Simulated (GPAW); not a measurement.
**revPBE/real-space grid (scalar-relativistic datasets) run of InH2OF (SMILES [OH][InH][F])**

Aim: ionisation energies of InH2OF. The job is set up through an ASE script.

Program for the calculation: GPAW 26.7.0.

4 further runs of the same task are left out: 2 that didn't finish, 2 set aside as unsound or not needed.

**1. The structure to begin with**

InH2OF has 5 atoms, charge 0, and is taken as a singlet. As SMILES, `[OH][InH][F]`. The coordinates come from a PBE0-D4/def2-TZVP relaxation. This is a higher conformer, about 10 kJ/mol above the lowest found by a separate search.

Bond lengths: O1–In2 1.966 Å, In2–F3 1.944 Å, O1–H4 0.960 Å, In2–H5 1.691 Å. Angles: O1–In2–F3 106.4°, O1–In2–H5 133.9°, F3–In2–H5 119.7°, In2–O1–H4 113.6°.

**2. Ionisation energies at revPBE/real-space grid (scalar-relativistic datasets)**

Contents of calc.py:

```python
import numpy as np
from ase import Atoms
from ase.units import Bohr
from gpaw import GPAW

# Set up the molecule
positions_bohr = np.array(
              [[ -2.417905,  -0.653656,  -1.091128],
               [  0.907258,   0.080313,   0.396842],
               [  2.241026,  -3.126930,   1.590205],
               [ -3.260156,   0.812204,  -1.749319],
               [  2.623885,   2.748985,   0.775166]])
atoms = Atoms("OInFHH", positions=positions_bohr * Bohr)
atoms.center(vacuum=4.5)

energies = {}
for name, charge, unpaired in [("neutral", 0, 0), ("oxidised", 1, 1)]:
    atoms.set_initial_magnetic_moments([unpaired / len(atoms)] * len(atoms))
    calc = GPAW(mode="fd",
                h=0.18,
                xc="revPBE",
                charge=charge,
                occupations={"name": "fermi-dirac", "width": 0.0, "fixmagmom": unpaired > 0},
                maxiter=100,
                symmetry="off",
                txt="-")
    atoms.calc = calc
    energies[name] = atoms.get_potential_energy()
    print(f'{name:10} {energies[name]:12.5f} eV')

ip = energies["oxidised"] - energies["neutral"]
print(f"Vertical IP: {ip:.3f} eV")
```

Run with:

```bash
$ python3 calc.py
```

What values should one expect? Wanted: first ionisation energy.

**Answer.** As computed:

Level: revPBE/real-space grid (scalar-relativistic datasets).

```
               quantity     value
first ionisation energy  10.81 eV
```
